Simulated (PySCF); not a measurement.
# Ways to converge the SCF of OsCl3 (quartet)

Aim: find out which solver settings change the answer for OsCl3 (quartet).

Method: method and basis as typed in the scripts; program: PySCF 2.14.0.

1 further run of the same task is left out (it didn't finish). Runs told in other sessions of the task aren't counted.

## 1. The starting structure

OsCl3 (quartet): 4 atoms, charge 0, spin multiplicity 4.

Bond lengths: Os1–Cl2 2.231 Å, Os1–Cl3 2.228 Å, Os1–Cl4 2.240 Å. Angles: Cl2–Os1–Cl3 96.0°, Cl2–Os1–Cl4 133.1°, Cl3–Os1–Cl4 130.9°.

Geometry (Å):

```
Os   -0.12510    0.00000    0.02360
Cl    0.38170    0.00000    2.19610
Cl    1.97940    0.00000   -0.70640
Cl   -2.06570    0.00000   -1.09590
```

## 2. The base run

input.py reads:

```python
from pyscf import gto, scf, mp

mol = gto.M(
    atom='Os -0.1251 0 0.0236; Cl 0.3817 0 2.1961; Cl 1.9794 0 -0.7064; Cl -2.0657 0 -1.0959',
    basis='sbkjc',
    ecp={'Os': 'sbkjc', 'Cl': 'sbkjc'},
    charge=0,
    spin=3,
    verbose=3,
)
mf = scf.UHF(mol)
mf.level_shift = 0.3
mf = mf.newton()
mf.kernel()
mp.MP2(mf).kernel()
mf.dip_moment()
print('orbital energies (hartree):', [e[max(0, n-3):n+3].round(4) for e, n in zip(mf.mo_energy, mol.nelec)])
```

Started as:

```console
$ OMP_NUM_THREADS=1 python input.py
```

Its log is not repeated here.

## 3. Damping 0.5

Edit 1 changes damping: none → 0.5.

Edit input.py of step 2 so:

```diff
@@ -12,2 +12,4 @@
 mf.level_shift = 0.3
+mf.damp = 0.5
+mf.diis_start_cycle = 8
 mf = mf.newton()
```

## 4. Damping 0.2

Edit 2 changes damping: none → 0.2.

Edit input.py of step 2 so:

```diff
@@ -12,2 +12,4 @@
 mf.level_shift = 0.3
+mf.damp = 0.2
+mf.diis_start_cycle = 8
 mf = mf.newton()
```

Q: Predict the outcome of this session. Wanted: for each run, E(SCF); from base; SCF dipole; after the SCF.

The runs gave:

```
        run  E(SCF) (hartree)  from base (eV)  SCF dipole (D)              after the SCF
       base       -134.464013               0            1.89  MP2 correlation -7.196 eV
damping 0.5       -134.464013          0.0000            1.89  MP2 correlation -7.196 eV
damping 0.2       -134.464013          0.0000            1.89  MP2 correlation -7.196 eV
```

In words: No change of the SCF energy comes from damping 0.5 or damping 0.2.
